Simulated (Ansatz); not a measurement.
MoIr4 in Ansatz: the effect of functional

Crystal: MoIr4.

```
Ir Mo
1.0
     1.37422    0.79341   11.30610
    -1.37422    0.79341   11.30610
     0.00000   -1.58681   11.30610
Ir Mo
4 1
Direct
  0.60030 0.60030 0.60030
  0.19932 0.19932 0.19932
  0.80068 0.80068 0.80068
  0.39970 0.39970 0.39970
  0.00000 0.00000 0.00000
```

The cell comes from a database or a generator and needn't be the stable form of this composition.

Alike in all runs:

```yaml
Program: Ansatz 0.2.0
Task: projected density of states
Potentials_or_basis: Ansatz PAW
k_mesh: 11 × 11 × 11
Occupations: fermi-dirac, width 0.05 eV
Spin: no spin polarisation
```

```tsv
functional	cutoff	pressure (GPa)
LDA	420 eV (not typed: the program's choice for these potentials)	?
PBE	420 eV (not typed: the program's choice for these potentials)	-1.6
PBEsol	420 eV (not typed: the program's choice for these potentials)	-12.0
RPBE	420 eV (not typed: the program's choice for these potentials)	2.3
revPBE	420 eV (not typed: the program's choice for these potentials)	1.2
BLYP	420 eV (not typed: the program's choice for these potentials)	13.5
r2SCAN	500 eV (not typed: the program's choice for these potentials)	-7.9
```

Question: What does the run with functional LDA give?

Answer: Pressure -17.3 GPa.

Caveats: the PAW data sets come from PBE, with cores solved anew for the run's functional, which leaves a small shift of forces and pressure (some runs).
